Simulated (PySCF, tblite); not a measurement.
**C5H12BNO: geometry, infrared bands and NMR shifts**

Wanted: the infrared bands and NMR shifts of C5H12BNO (`CB(C)N(C)C(C)=O`), by calculation.

The runs use tblite 0.8.0 and PySCF 2.14.0, with density-fitted response routines of our own; the level of theory stands in each step. All values are computed, except where a source is named. Atoms are numbered from 0 throughout.

## 1. Starting geometry

20 atoms, charge 0, multiplicity 1; geometry from: force field or distance geometry start.

Bonds of the start (Å): C0–B1 1.60, B1–C2 1.56, B1–N3 1.53, N3–C4 1.46, N3–C5 1.44, C5–C6 1.49, C5–O7 1.27, C0–H8 1.10, C0–H9 1.13, C0–H10 1.10, C2–H11 1.14, C2–H12 1.08, C2–H13 1.13, C4–H14 1.09, C4–H15 1.11, C4–H16 1.13, C6–H17 1.12, C6–H18 1.12, C6–H19 1.09.

## 2. Relaxing the molecule with GFN2-xTB

What the job is given:

```
{"job": {"kind": "relax", "xc": "GFN2-xTB", "basis": "xTB"}, "charge": 0, "multiplicity": 1}
C     -2.027200    -0.503500     1.063200
B     -1.163700     0.018700    -0.180000
C     -1.850100     1.035900    -1.138200
N      0.337300    -0.248900    -0.143800
C      0.864200    -1.494800    -0.705400
C      1.210400     0.713600     0.466200
C      2.682800     0.525800     0.537200
O      0.646600     1.744100     0.935700
H     -2.747600    -1.267000     0.727000
H     -2.549700     0.385500     1.513400
H     -1.330200    -0.922800     1.798400
H     -2.692100     0.470800    -1.648100
H     -1.218500     1.451700    -1.912100
H     -2.381400     1.831000    -0.540500
H      0.028600    -2.193800    -0.813000
H      1.700500    -1.874800    -0.088100
H      1.283100    -1.170800    -1.700500
H      3.036000     1.220200     1.347900
H      2.952400    -0.518500     0.851700
H      3.213300     0.808200    -0.373900
```

Run with:

```sh
> OMP_NUM_THREADS=1 python probes_run.py task.json out
```

One launch serves the whole session: the jobs run in the order shown.

**Question.** This job is followed by: GFN2-xTB harmonic vibrations, gas phase; GIAO PBE0/pcSseg-1 NMR shielding, non-relativistic, gas phase. What will the session give for the following? strongest single infrared mode (GFN2-xTB); zero-point energy (GFN2-xTB); ¹³C shifts against TMS (PBE0/pcSseg-1); ¹H shifts against TMS (PBE0/pcSseg-1); ¹¹B shifts against BF3·OEt2 (PBE0/pcSseg-1); ¹⁵N shifts against NH3 (PBE0/pcSseg-1); ¹⁷O shifts against H2O (PBE0/pcSseg-1); surface potential, 1st and 99th percentile.

The runs gave:

| quantity | value |
| --- | --- |
| strongest single infrared mode (GFN2-xTB) | 1655 cm⁻¹, 235 km/mol |
| zero-point energy (GFN2-xTB) | 105.0 kcal/mol |
| ¹³C shifts against TMS (PBE0/pcSseg-1) | 179.4, 29.0, 16.7, 5.1, 5.1 ppm |
| ¹H shifts against TMS (PBE0/pcSseg-1) | 2.94, 2.94, 2.94, 2.16, 2.09, 2.02, 0.28, 0.27, -0.09, -0.09, -0.47, -0.48 ppm |
| ¹¹B shifts against BF3·OEt2 (PBE0/pcSseg-1) | 10.2 ppm |
| ¹⁵N shifts against NH3 (PBE0/pcSseg-1) | 189.6 ppm |
| ¹⁷O shifts against H2O (PBE0/pcSseg-1) | 291.2 ppm |
| surface potential, 1st and 99th percentile | -1.53 V and 1.30 V |

**Reading.** Over 83 steps the energy fell by 1.356 eV; of the close pairs, B1–O7 changed most, 2.738 to 1.602 Å. The lowest mode is imaginary (45i cm⁻¹), so the xTB geometry is not a minimum. The strongest single mode, at 1655 cm⁻¹, moves mainly C5 and N3. GFN2-xTB is a fitted tight-binding method: band positions and strengths are rough. Its intensities can rank the bands wrongly. The structure rearranged or came apart on optimisation; the results belong to the end geometry, not to the formula as drawn. Shifts at one fixed geometry are not the observed spectrum, which averages over the motion. At PBE0/pcSseg-1: The largest span, 370 ppm, is at O7, where the paramagnetic term is -358 ppm.
